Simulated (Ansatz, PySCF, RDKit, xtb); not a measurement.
**Which structure has the formula SiHIO?**

Given the formula SiHIO and nothing else, which arrangement of the atoms is the most stable in the gas at 298.15 K, and what are its properties?

The funnel: GFN2-xTB relaxations, single points with a density functional, relaxations at B3LYP-D3(BJ)/def2-SVP, harmonic vibrations, and a last energy at a higher level. All values are calculated.

3 further runs of the same task are left out: 3 set aside as unsound or not needed.

## Step 1: Drawing up candidates

A program enumerates the bonding patterns with one Lewis structure each (two rings at most, one unusual centre or charged pair), with their diastereomers. O–O, O–halogen and N–halogen bonds and N–N–N chains are not drawn. That gives 3 candidates.

```
label    SMILES     spin
 c129    O[Si]I  singlet
 c453  O=[SiH]I  singlet
 c946    O[Si]I  triplet
```

Candidates are built by distance geometry, with a force field where one applies, in up to four conformers (letters a to d). 10 starts with atoms placed at random are added, to find patterns that the rules miss.

Q: Predict the outcome of this search (final energies at CCSD(T)/def2-TZVPP).

| quantity | value |
| --- | --- |
| lowest structure found | O[Si]I, singlet, Cs |
| next finalist | O=[SiH]I, singlet, 12.0 kcal/mol higher in G |
| share at equilibrium, among the finalists | 100.0 % |
| harmonic wavenumbers, lowest and highest (B3LYP-D3(BJ)/def2-SVP) | 192 and 3799 cm⁻¹ |
| rotational constants, same geometry | 0.6524, 0.06614, 0.06005 cm⁻¹ |
| dipole moment (PBE0/def2-TZVPD) | 1.04 D |
| HOMO energy (PBE0/def2-TZVPD) | -7.36 eV |
| LUMO energy (PBE0/def2-TZVPD) | -2.47 eV |
| HOMO–LUMO gap (PBE0/def2-TZVPD) | 4.88 eV |
| lowest excitation (TD-CAM-B3LYP/def2-SVPD) | 3.84 eV (f = 0.016) |
| strongest of the states computed, same level | 6.17 eV (f = 0.430) |
| lowest triplet excitation, same level, Tamm-Dancoff | 2.60 eV |
| vertical ionisation energy | 9.37 eV |
| vertical electron affinity | 0.72 eV |
| vertical triplet less singlet | +2.54 eV |

`O[Si]I` comes out lowest. Among the finalists first place is clear (12.0 kcal/mol); structures outside the list aren't covered. HF/STO-3G, r2SCAN-D4/def2-SVP, B3LYP-D3(BJ)/def2-SVP, HF/def2-TZVPP and MP2/def2-TZVPP already put its bonding pattern lowest among the structures in one piece. Spin-orbit coupling, which matters for elements this heavy, is left out. The search is not exhaustive (a finite list of starts, one conformer a finalist), so a lower isomer can't be ruled out.
